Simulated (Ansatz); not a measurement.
**Cu atom: energies up the ladder**

Aim: energies up the ladder, for Cu atom, with the cost of each level. Spin multiplicity 2.

Method: the levels named in each step, in Ansatz 0.2.0.

**1. Starting point**

As a file:

```xyz
1

Cu    0.0000    0.0000    0.0000
```

**2. Single point, PBE0/def2-TZVPP**

input.yaml

```yaml
crystal:
  periodic: [false, false, false]
  atoms:
    - { symbol: Cu, position_ang: [0.0, 0.0, 0.0] }
magnetization:
  spin_polarized: true
  initial_magnetization: 1
basis:
  gaussian: { orbitals: def2-TZVPP }
hamiltonian:
  xc: pbe0
```

Launch:

```console
$ ansatz run input.yaml --threads 2 --pin off --max-ram 5120MiB --backend cpu --events-out ev --progress --plain --runs-dir out
```

The runs that follow: Single point, PBE/def2-TZVPP; Single point, r2SCAN/def2-TZVPP; Single point, B3LYP/def2-TZVPP; Single point, wB97M-V/def2-TZVPP; Single point, B2PLYP/def2-TZVPP; Single point, LDA/def2-TZVPP; Single point, PBE0/def2-SVP; Single point, PBE/def2-SVP.

Before running it: what results should come out? Wanted: energy at PBE/def2-SVP.

The runs gave:

| quantity | value |
| --- | --- |
| energy at PBE/def2-SVP | -44625.989 eV |

In words: These totals serve in differences with atoms or fragments at the same level; alone they don't rank the methods.
